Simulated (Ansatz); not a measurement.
# C2H3AlFN: small, medium and large basis sets

How large a basis does C2H3AlFN need? Two functionals are run in growing sets.

Method: one geometry, several basis sets; program: Ansatz 0.2.0, Gaussian basis.

Plan: PBE0-D4/def2-SVP; ωB97M-V/def2-SVP; PBE0-D4/def2-QZVPP; ωB97M-V/def2-QZVPP; the functionals' def2-TZVPP values are taken from earlier runs.

## 1. The geometry

All runs share one geometry, relaxed beforehand with PBE0-D4 in a triple-zeta def2 set.

SMILES `C#[C][Al]([NH2])[F]`, 8 atoms, charge 0, spin multiplicity 1.

Atoms are counted from 1 here; the program's logs count them from 0.

Bond lengths: C1–C2 1.209 Å, C1–H6 1.067 Å, C2–Al3 1.892 Å, Al3–N4 1.751 Å, Al3–F5 1.646 Å, N4–H7 1.006 Å, N4–H8 1.007 Å. Angles: C2–C1–H6 179.8°, C1–C2–Al3 179.4°, C2–Al3–N4 121.6°, C2–Al3–F5 119.7°, N4–Al3–F5 118.8°, Al3–N4–H7 125.2°, Al3–N4–H8 124.0°, H7–N4–H8 110.8°.

## 2. PBE0-D4 in def2-SVP

in.yaml

```yaml
crystal:
  periodic: [false, false, false]
  atoms:
    - {symbol: C, position_ang: [-0.926572, 2.336032, -0.038512]}
    - {symbol: C, position_ang: [-0.255943, 1.329995, -0.031427]}
    - {symbol: Al, position_ang: [0.778197, -0.254845, -0.019651]}
    - {symbol: N, position_ang: [0.030144, -1.836822, 0.034773]}
    - {symbol: F, position_ang: [2.420630, -0.156474, -0.061286]}
    - {symbol: H, position_ang: [-1.514834, 3.225864, -0.044917]}
    - {symbol: H, position_ang: [0.525088, -2.713016, 0.043121]}
    - {symbol: H, position_ang: [-0.964610, -1.987835, 0.062100]}
basis:
  gaussian: {orbitals: def2-SVP}
hamiltonian: {xc: pbe0, dispersion: d4}
output: {orbitals: {seedname: orbitals}}
```

Started as:

```sh
$ ansatz run in.yaml --threads 2 --pin off --events-out ev --progress --plain --max-ram 4352MiB
```

The runs that follow: ωB97M-V in def2-SVP; PBE0-D4 in def2-QZVPP; ωB97M-V in def2-QZVPP.

Q: Predict the results of all the runs planned. Wanted: PBE0-D4: double and triple zeta above quadruple; ωB97M-V: double and triple zeta above quadruple.

As calculated:

| quantity | value |
| --- | --- |
| PBE0-D4: double and triple zeta above quadruple | 10.67, 0.59 eV |
| ωB97M-V: double and triple zeta above quadruple | 10.84, 0.55 eV |

**Reading.** PBE0-D4 gains 10.09 eV from double to triple zeta, then 0.59 eV more. Total energies overstate the basis error of differences, where much of it tends to cancel. The LUMO of ωB97M-V is positive and keeps falling with the basis (1.43 to 0.92 eV): an unbound level that the basis holds in place.
